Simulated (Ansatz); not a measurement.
Run this with the Ansatz DFT code, driven from Python and show what comes out.

`fge2h7si.xyz`
```text
11

F    -2.21410   -1.51380   -0.05590
Si   -1.74900   -0.15720    0.83100
Ge   -0.06370    0.95520   -0.29580
Ge    1.79820   -0.52190   -0.57240
H    -1.25580   -0.57970    2.15010
H    -2.90170    0.74000    0.99890
H     0.37570    2.19560    0.52300
H    -0.57990    1.40350   -1.68680
H     1.35010   -1.76410   -1.38390
H     2.30690   -0.97130    0.82110
H     2.93340    0.21360   -1.32930
```

The script, `opt_fge2h7si.py`:
```python
# -*- coding: utf-8 -*-
import itertools
import warnings

import ansatz as az
from ase.data import atomic_numbers, covalent_radii
import numpy as np

warnings.simplefilter('ignore', az.DeckWarning)

fge2h7si = az.Crystal.molecule_from_extxyz('fge2h7si.xyz')

base = (
    fge2h7si.calculation()
    .basis(gaussian='def2-SVP')
    .functional('CAM-B3LYP')
)
symbols = [site.symbol for site in fge2h7si.cartesian_sites]
start = np.array([site.position_ang for site in fge2h7si.cartesian_sites], dtype=float)
def progress(event):
    if event['event'] == 'relax_step':
        row = event['data']
        print(f'step {row["step"]:3d}  E = {row["lagrangian_ev"]:.6f} eV  largest force component {row["allowed_force_max_ev_ang"]:.4f} eV/A')


data = base.relax(force_tolerance=0.02, max_steps=100).session().plan().execute(on_event=progress).report
end = np.array(data['positions_ang'])

print(f'E = {data["free_energy_ev"]:.6f} eV = {data["free_energy_ev"] / 27.211386246:.7f} Ha')
print('converged:', data['converged'], ' doubts:', data['published_state_doubts'] or 'none')

radius = [covalent_radii[atomic_numbers[s]] for s in symbols]
span = lambda where, i, j: np.linalg.norm(where[i] - where[j])
bonded = [(i, j) for i, j in itertools.combinations(range(len(symbols)), 2) if min(span(start, i, j), span(end, i, j)) < 1.2 * (radius[i] + radius[j])]
print('pair        before    after (A)')
for i, j in bonded:
    print(f'{symbols[i]}{i}-{symbols[j]}{j}'.ljust(10), f'{span(start, i, j):8.4f} {span(end, i, j):8.4f}')
for first, second in list(itertools.combinations(bonded, 2)):
    shared = set(first) & set(second)
    if shared and symbols[(j := shared.pop())] != 'H':
        i, k = sorted((set(first) | set(second)) - {j})
        u, v = end[i] - end[j], end[k] - end[j]
        angle = np.degrees(np.arccos(np.clip(u @ v / np.linalg.norm(u) / np.linalg.norm(v), -1, 1)))
        print(f'final angle {symbols[i]}{i}-{symbols[j]}{j}-{symbols[k]}{k}: {angle:.2f} deg')
```

`python opt_fge2h7si.py` gives:
```text
step   1  E = -123733.383181 eV  largest force component 1.3709 eV/A
step   2  E = -123733.448871 eV  largest force component 1.0730 eV/A
step   3  E = -123733.488061 eV  largest force component 0.7711 eV/A
step   4  E = -123733.497174 eV  largest force component 0.5061 eV/A
step   5  E = -123733.504585 eV  largest force component 0.0197 eV/A
E = -123733.504736 eV = -4547.1224295 Ha
converged: True  doubts: none
pair        before    after (A)
F0-Si1       1.6862   1.6291
Si1-Ge2      2.3124   2.3758
Si1-H4       1.4703   1.4875
Si1-H5       1.4703   1.4865
Ge2-Ge3      2.3927   2.4237
Ge2-H6       1.5499   1.5395
Ge2-H7       1.5499   1.5376
Ge3-H8       1.5500   1.5353
Ge3-H9       1.5500   1.5365
Ge3-H10      1.5500   1.5358
final angle F0-Si1-Ge2: 107.89 deg
final angle F0-Si1-H4: 107.76 deg
final angle F0-Si1-H5: 108.15 deg
final angle Ge2-Si1-H4: 111.05 deg
final angle Ge2-Si1-H5: 112.40 deg
final angle Si1-Ge2-Ge3: 111.56 deg
final angle Si1-Ge2-H6: 108.35 deg
final angle Si1-Ge2-H7: 109.84 deg
final angle H4-Si1-H5: 109.43 deg
final angle Ge3-Ge2-H6: 109.47 deg
final angle Ge3-Ge2-H7: 109.75 deg
final angle Ge2-Ge3-H8: 110.21 deg
final angle Ge2-Ge3-H9: 109.68 deg
final angle Ge2-Ge3-H10: 110.68 deg
final angle H6-Ge2-H7: 107.78 deg
final angle H8-Ge3-H9: 108.59 deg
final angle H8-Ge3-H10: 108.90 deg
final angle H9-Ge3-H10: 108.73 deg
```

Notes:
- The settings weren't tested for convergence.
- The end point is the stationary point reached from this start; no frequency run checks that it is a minimum, and the basis set is modest.
- Run time: 22 s on 1 thread of AMD EPYC 9R45 96-Core Processor (Zen 5) (shared host), peak memory 0.55 GiB.

(A comment or docstring line of the script was reworded after the run, the code is as it ran; lines on the test bed's own set-up are left out of the output.)
